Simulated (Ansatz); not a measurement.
# GeNH3+ (doublet): from Hartree-Fock to the top rungs, cc-pVTZ

How much of the correlation energy of GeNH3+ (doublet) does each wave-function method recover here?

Program: Ansatz 0.2.0, Gaussian basis. Level of theory: cc-pVTZ, correlated electrons: outside noble gas. These are calculated values, not measurements.

Plan: UHF; CCSD(T) on ROHF; CCSD(T) on UHF; BCCD(T) on ROHF; CCSDT(Q) on ROHF; CCSDT(Q) on UHF; CASSCF and NEVPT2, 11 electrons in 11 orbitals.

## 1. The system

The geometry is a PBE0/def2-TZVP stationary point (not a proven minimum) of the parent state, kept for this charge and spin. No spin-orbit coupling is included. The filled d shell of Ge counts as core when cores are frozen.

5 atoms, charge 1, spin multiplicity 2.

Atoms are counted from 1 here; the program's logs count them from 0.

Bond lengths: Ge1–N2 1.816 Å, Ge1–H3 1.602 Å, N2–H4 1.007 Å, N2–H5 1.008 Å. Angles: N2–Ge1–H3 92.7°, Ge1–N2–H4 125.7°, Ge1–N2–H5 121.9°, H4–N2–H5 112.5°.

In the tables R marks a restricted open-shell determinant and U an unrestricted one; 'valence' is the active space of 11 electrons in 11 orbitals; correlation energies count from the lowest restricted Hartree-Fock solution.

## 2. UHF

File in.yaml:

```yaml
crystal:
  periodic: [false, false, false]
  atoms:
    - {symbol: Ge, position_ang: [0.000000, -0.029201, 0.335370]}
    - {symbol: N, position_ang: [0.000000, 0.033731, -1.479233]}
    - {symbol: H, position_ang: [0.000000, 1.567055, 0.464899]}
    - {symbol: H, position_ang: [0.000000, 0.871757, -2.038009]}
    - {symbol: H, position_ang: [0.000000, -0.803094, -2.040289]}
basis:
  gaussian: {orbitals: cc-pVTZ}
total_charge: 1
magnetization: {spin_polarized: true, initial_magnetization: 1}
hamiltonian: {xc: hf}
output: {orbitals: {seedname: orbitals}}
```

Command:

```bash
$ ansatz run in.yaml --threads 1 --pin off --events-out ev --progress --plain --max-ram 2816MiB --backend cpu
```

After this run come: CCSD(T) on ROHF; CCSD(T) on UHF; BCCD(T) on ROHF; CCSDT(Q) on ROHF; CCSDT(Q) on UHF; CASSCF and NEVPT2, 11 electrons in 11 orbitals.

Q: Predict the results of all the runs planned. Wanted: correlation energy, UCCSDT(Q); RMP2 from UCCSDT(Q); UMP2 from UCCSDT(Q); RCCSD from UCCSDT(Q); RCCSD(T) from UCCSDT(Q); UCCSD(T) from UCCSDT(Q); RCCSDT(Q) from UCCSDT(Q); NEVPT2 valence from UCCSDT(Q); T1 diagnostic.

As calculated:

| quantity | value |
| --- | --- |
| correlation energy, UCCSDT(Q) | -9.0775 eV |
| RMP2 from UCCSDT(Q) | +92.8 kJ/mol |
| UMP2 from UCCSDT(Q) | +91.0 kJ/mol |
| RCCSD from UCCSDT(Q) | +40.8 kJ/mol |
| RCCSD(T) from UCCSDT(Q) | +5.1 kJ/mol |
| UCCSD(T) from UCCSDT(Q) | +4.5 kJ/mol |
| RCCSDT(Q) from UCCSDT(Q) | +1.0 kJ/mol |
| NEVPT2 valence from UCCSDT(Q) | +117.0 kJ/mol |
| levels within 1 kcal/mol (43 meV) | RCCSDT, UCCSDT, RCCSDT(Q) |
| T1 diagnostic | 0.032 |
| effectively unpaired electrons | 1.04 |

**Reading.** RCCSD(T) lands +5.1 kJ/mol from the yardstick (0.6 % of the correlation energy). One determinant dominates. Of the multireference levels listed NEVPT2 valence comes nearest (+117.0 kJ/mol). These misses are within one basis and frozen core, not against nature; frozen cores of the runs differ by up to some meV.
